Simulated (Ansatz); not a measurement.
# CH₅AlBN: how energies converge with the basis set

How large a basis does CH₅AlBN need? Two functionals are run in growing sets.

Method: one geometry, several basis sets; program: Ansatz 0.2.0, Gaussian basis.

The runs, in order: PBE0-D4/def2-SVP; ωB97M-V/def2-SVP; PBE0-D4/def2-QZVPP; ωB97M-V/def2-QZVPP; the functionals' def2-TZVPP values are taken from earlier runs.

**1. The geometry**

An earlier PBE0-D4 in a triple-zeta def2 set relaxation fixed the geometry.

SMILES `[CH3][Al]1[BH][NH]1`, 9 atoms, charge 0, spin multiplicity 1.

Atoms are counted from 1 here; the program's logs count them from 0.

Bond lengths: C1–Al2 1.947 Å, C1–H5 1.092 Å, C1–H6 1.094 Å, C1–H7 1.094 Å, Al2–B3 1.995 Å, Al2–N4 1.815 Å, B3–N4 1.402 Å, B3–H8 1.194 Å, N4–H9 1.014 Å. Angles: Al2–C1–H5 112.5°, Al2–C1–H6 110.3°, Al2–C1–H7 110.2°, H5–C1–H6 108.2°, H5–C1–H7 108.1°, H6–C1–H7 107.4°, C1–Al2–B3 173.6°, C1–Al2–N4 130.7°, B3–Al2–N4 42.8°, Al2–B3–N4 61.7°, Al2–B3–H8 166.4°, N4–B3–H8 131.9°, Al2–N4–B3 75.4°, Al2–N4–H9 157.8°, B3–N4–H9 126.7°.

Geometry (Å):

```xyz
9
CH5AlBN
C    -0.55073    1.34353   -1.18136
Al    0.05336   -0.31107   -0.35180
B     0.66853   -1.89637    0.69197
N     0.40182   -0.70733    1.38504
H    -0.69428    1.24205   -2.25864
H    -1.49793    1.66635   -0.73935
H     0.17920    2.14020   -1.00915
H     1.04052   -2.96852    1.06276
H     0.48810   -0.55514    2.38342
```

**2. PBE0-D4 in def2-SVP**

File in.yaml:

```yaml
crystal:
  periodic: [false, false, false]
  atoms:
    - {symbol: C, position_ang: [-0.550725, 1.343527, -1.181361]}
    - {symbol: Al, position_ang: [0.053361, -0.311071, -0.351804]}
    - {symbol: B, position_ang: [0.668531, -1.896370, 0.691966]}
    - {symbol: N, position_ang: [0.401825, -0.707327, 1.385044]}
    - {symbol: H, position_ang: [-0.694277, 1.242053, -2.258638]}
    - {symbol: H, position_ang: [-1.497930, 1.666349, -0.739348]}
    - {symbol: H, position_ang: [0.179196, 2.140200, -1.009146]}
    - {symbol: H, position_ang: [1.040519, -2.968524, 1.062763]}
    - {symbol: H, position_ang: [0.488099, -0.555137, 2.383425]}
basis:
  gaussian: {orbitals: def2-SVP}
hamiltonian: {xc: pbe0, dispersion: d4}
output: {orbitals: {seedname: orbitals}}
```

Run with:

```sh
$ ansatz run in.yaml --threads 2 --pin off --events-out ev --progress --plain --max-ram 4352MiB
```

Further steps of the session: ωB97M-V in def2-SVP; PBE0-D4 in def2-QZVPP; ωB97M-V in def2-QZVPP.

Q: Predict the results of all the runs planned. Wanted: PBE0-D4: double and triple zeta above quadruple; ωB97M-V: double and triple zeta above quadruple.

The runs gave:

| quantity | value |
| --- | --- |
| PBE0-D4: double and triple zeta above quadruple | 6.38, 0.40 eV |
| ωB97M-V: double and triple zeta above quadruple | 6.53, 0.38 eV |

For PBE0-D4 the step from double to triple zeta gains 5.99 eV and the next only 0.40 eV. Total energies overstate the basis error of differences, where much of it tends to cancel. The LUMO of ωB97M-V is positive and keeps falling with the basis (1.37 to 0.76 eV): an unbound level that the basis holds in place.
